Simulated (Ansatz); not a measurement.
**B₂H₅NOSi: up Jacob's ladder to CCSD(T)**

Aim: compute B₂H₅NOSi with functionals from several rungs and with coupled cluster, and see how far each lands from CCSD(T) at the basis-set limit for the atomisation energy.

Method: functionals in def2-TZVPP, the program's frozen cores in correlated methods; program: Ansatz 0.2.0, Gaussian basis.

Plan: LDA (SPW92), PBE-D4, revPBE-D4, BLYP-D4, r2SCAN-D4, B97M-V, PBE0-D4, B3LYP-D4, r2SCANh-D4, r2SCAN0-D4, HSE06-D4, BHLYP-D4, CAM-B3LYP-D4, LC-ωPBE, ωB97X-V, ωB97M-V, B2PLYP, PBE-QIDH; CCSD(T)/def2-SVP; CCSD(T)/def2-TZVPP; MP2/def2-QZVPP; extrapolation to the limit; RPA on PBE.

### 1 The geometry

All runs share one geometry, relaxed beforehand with PBE0-D4 in a triple-zeta def2 set.

SMILES `O[SiH]1BNB1`, 10 atoms, charge 0, spin multiplicity 1.

Atoms are counted from 1 here; the program's logs count them from 0.

Bond lengths: O1–Si2 1.654 Å, O1–H6 0.957 Å, Si2–B3 2.012 Å, Si2–B5 2.014 Å, Si2–H7 1.493 Å, B3–N4 1.431 Å, B3–H8 1.195 Å, N4–B5 1.431 Å, N4–H9 1.012 Å, B5–H10 1.195 Å. Angles: Si2–O1–H6 117.1°, O1–Si2–B3 124.5°, O1–Si2–B5 125.2°, O1–Si2–H7 109.8°, B3–Si2–B5 68.2°, B3–Si2–H7 111.9°, B5–Si2–H7 111.7°, Si2–B3–N4 90.4°, Si2–B3–H8 145.8°, N4–B3–H8 123.4°, B3–N4–B5 104.1°, B3–N4–H9 126.6°, B5–N4–H9 126.6°, Si2–B5–N4 90.4°, Si2–B5–H10 145.9°, N4–B5–H10 123.3°.

### 2 LDA

This LDA is Slater exchange with PW92 correlation.

Input file in.yaml:

```yaml
crystal:
  periodic: [false, false, false]
  atoms:
    - {symbol: O, position_ang: [-0.561935, 0.712232, 2.225398]}
    - {symbol: Si, position_ang: [0.277322, 0.385714, 0.838557]}
    - {symbol: B, position_ang: [0.110706, -1.317293, -0.220323]}
    - {symbol: N, position_ang: [0.056769, -0.567366, -1.437852]}
    - {symbol: B, position_ang: [-0.391057, 0.729083, -1.029666]}
    - {symbol: H, position_ang: [-0.096527, 1.186086, 2.914487]}
    - {symbol: H, position_ang: [1.701491, 0.802926, 0.999429]}
    - {symbol: H, position_ang: [-0.042591, -2.501496, -0.170350]}
    - {symbol: H, position_ang: [0.043885, -0.942687, -2.378038]}
    - {symbol: H, position_ang: [-1.014963, 1.461503, -1.738843]}
basis:
  gaussian: {orbitals: def2-TZVPP}
hamiltonian: {xc: lda}
output: {orbitals: {seedname: orbitals}}
```

The run is started by

```
$ ansatz run in.yaml --threads 2 --pin off --events-out ev --progress --plain --max-ram 4352MiB
```

Further steps of the session: PBE-D4 (GGA); revPBE-D4 (GGA); BLYP-D4 (GGA); r2SCAN-D4 (meta-GGA); B97M-V (meta-GGA); PBE0-D4 (hybrid); B3LYP-D4 (hybrid); r2SCANh-D4 (hybrid); r2SCAN0-D4 (hybrid); HSE06-D4 (hybrid); BHLYP-D4 (hybrid); CAM-B3LYP-D4 (range-separated); LC-ωPBE (range-separated); ωB97X-V (range-separated); ωB97M-V (range-separated); B2PLYP (double hybrid); PBE-QIDH (double hybrid); CCSD(T) in def2-SVP; CCSD(T) in def2-TZVPP; MP2 in def2-QZVPP; RPA on PBE orbitals.

**Question.** What will the summary of the whole plan be? Wanted: atomisation energy, CCSD(T)/CBS; farthest beyond LDA; mean size of error, GGA; mean size of error, meta-GGA; mean size of error, hybrid; mean size of error, range-separated; mean size of error, double hybrid; gap, smallest and largest; T1 diagnostic.

As calculated:

| quantity | value |
| --- | --- |
| atomisation energy, CCSD(T)/CBS | 3738.4 kJ/mol |
| functionals within 18.7 kJ/mol (0.5 %) | revPBE-D4, BLYP-D4, r2SCANh-D4, LC-ωPBE, PBE-QIDH |
| farthest beyond LDA | PBE-D4 (+93.4 kJ/mol) |
| mean size of error, GGA | 39.3 kJ/mol |
| mean size of error, meta-GGA | 34.1 kJ/mol |
| mean size of error, hybrid | 32.3 kJ/mol |
| mean size of error, range-separated | 32.7 kJ/mol |
| mean size of error, double hybrid | 13.9 kJ/mol |
| gap, smallest and largest | 3.45 eV (LDA (SPW92)), 10.66 eV (LC-ωPBE) |
| T1 diagnostic | 0.0141 |
| triples share of the correlation energy | 4.0 % |

**Reading.** LDA overbinds by 562.7 kJ/mol (15 %). PBE-D4 is off by +93.4 kJ/mol. Double hybrids carry the basis error of their MP2 part in triple zeta, and no dispersion term here, so their miss is partly the set-up's. By mean error the best rung here is double hybrid (13.9 kJ/mol) and the worst beyond LDA is GGA (39.3 kJ/mol). Misses under about 18.7 kJ/mol are within the doubt on the reference itself, which lacks core-valence correlation, relativity and higher excitations. Hartree-Fock recovers 73 % of the binding; the rest is correlation. CCSD(T) in def2-SVP is off by -237.3 kJ/mol, which most functionals beat. The gap grows from 3.4 to 10.7 eV across the functionals, mostly with the share of exact exchange.
